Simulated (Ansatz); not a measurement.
# LaP12Ru4: the cost of one run

Program: Ansatz 0.2.0. Level of theory: DFT PBEsol, scalar-relativistic, plane waves, PAW. These are calculated values, not measurements.

## Step 1: Starting point

It takes space group Im-3 (No. 204, cubic). Conventional cell: a = 8.080 Å, b = 8.080 Å, c = 8.080 Å, α = 90.00°, β = 90.00°, γ = 90.00°. Around La (site symmetry m-3) lie 12 P at 3.12 Å and 8 Ru at 3.50 Å. Around P (site symmetry m) lie 7 P at 2.29 to 3.26 Å and 2 Ru at 2.36 Å and 1 La at 3.12 Å. Ru (site symmetry -3) has 6 P at 2.36 Å in its first shell of neighbours.

Coordinates:

```
CELL_PARAMETERS angstrom
-4.03983 4.03983 4.03983
4.03983 -4.03983 4.03983
4.03983 4.03983 -4.03983
ATOMIC_POSITIONS crystal
La 0.00000 0.00000 0.00000
P 0.85633 0.64142 0.49776
P 0.85633 0.35858 0.21491
P 0.14367 0.64142 0.78509
P 0.35858 0.50224 0.14367
P 0.50224 0.14367 0.35858
P 0.14367 0.35858 0.50224
P 0.64142 0.78509 0.14367
P 0.21491 0.85633 0.35858
P 0.64142 0.49776 0.85633
P 0.78509 0.14367 0.64142
P 0.35858 0.21491 0.85633
P 0.49776 0.85633 0.64142
Ru 0.00000 0.00000 0.50000
Ru 0.00000 0.50000 0.00000
Ru 0.50000 0.00000 0.00000
Ru 0.50000 0.50000 0.50000
```

The structure comes from the Materials Project (structure only).

(A quick probe on a coarse mesh, which set the mesh and smearing, is not shown.)

## Step 3: Relaxing cell and atoms

File input.yaml:

```yaml
crystal:
  lattice:
    - [-4.0398260459, 4.0398260459, 4.0398260459]
    - [4.0398260459, -4.0398260459, 4.0398260459]
    - [4.0398260459, 4.0398260459, -4.0398260459]
  atoms:
    - { symbol: La, position: [0.0, 0.0, 0.0] }
    - { symbol: P, position: [0.856333, 0.64142318, 0.49775618] }
    - { symbol: P, position: [0.856333, 0.35857682, 0.21490982] }
    - { symbol: P, position: [0.143667, 0.64142318, 0.78509018] }
    - { symbol: P, position: [0.35857682, 0.50224382, 0.143667] }
    - { symbol: P, position: [0.50224382, 0.143667, 0.35857682] }
    - { symbol: P, position: [0.143667, 0.35857682, 0.50224382] }
    - { symbol: P, position: [0.64142318, 0.78509018, 0.143667] }
    - { symbol: P, position: [0.21490982, 0.856333, 0.35857682] }
    - { symbol: P, position: [0.64142318, 0.49775618, 0.856333] }
    - { symbol: P, position: [0.78509018, 0.143667, 0.64142318] }
    - { symbol: P, position: [0.35857682, 0.21490982, 0.856333] }
    - { symbol: P, position: [0.49775618, 0.856333, 0.64142318] }
    - { symbol: Ru, position: [0.0, 0.0, 0.5] }
    - { symbol: Ru, position: [0.0, 0.5, 0.0] }
    - { symbol: Ru, position: [0.5, 0.0, 0.0] }
    - { symbol: Ru, position: [0.5, 0.5, 0.5] }
basis:
  ecutwfc: 420
kpoints:
  mp_grid: { grid: [6, 6, 6] }
hamiltonian:
  xc: pbesol
scf:
  occupations: { method: gaussian, width: 0.1 }
output:
  forces: true
  stress: true
  eigenvalues: true
relax:
  adjacent_minimum: "off"
  f_tol: 0.005
  max_steps: 80
  cell: { stress_tol: 0.05 }
```

Command:

```console
ansatz run input.yaml --threads 8 --pin off --max-ram 22528MiB --backend cpu --events-out ev --progress --plain --runs-dir out
```

**Question.** How long does this run take on 8 threads of Arm Neoverse V1, shared host, and how much memory does it need?

About 30 s, with a peak of 1.5 GiB.
